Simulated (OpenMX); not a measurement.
## BiTe in OpenMX: the effect of biaxial strain

The system is BiTe.

```
Bi Te
1.0
     0.00000    3.10560    3.23500
     3.10560    0.00000    3.23500
     3.10560    3.10560    0.00000
Bi Te
1 1
Direct
  0.00000 0.00000 0.00000
  0.50000 0.50000 0.50000
```

Alike in all runs:

- Program: OpenMX 3.8.5
- Task: band structure
- Functional: PBE
- Potentials or basis: OpenMX 2013 PBE set, Bi8.0-s3p2d2f1, Te7.0-s3p2d2f1, grid cutoff 500 Ry
- k mesh: 5 × 5 × 5
- Occupations: fermi-dirac, width 0.05 eV
- Spin: no spin polarisation

```tsv
biaxial strain	pressure (GPa)
-4 %	?
-2 %	4.7
0 %	2.4
2 %	0.4
4 %	-1.1
```

What does the run with biaxial strain -4 % give?

Pressure 7.7 GPa.

Worked out: A parabola through the other rows of the pressure, of slope -1.47 GPa per % there, extrapolates to 7.4 GPa, against the run's 7.7.

Caveats: the basis of atomic orbitals isn't converged, which shifts pressures, moduli and gaps.
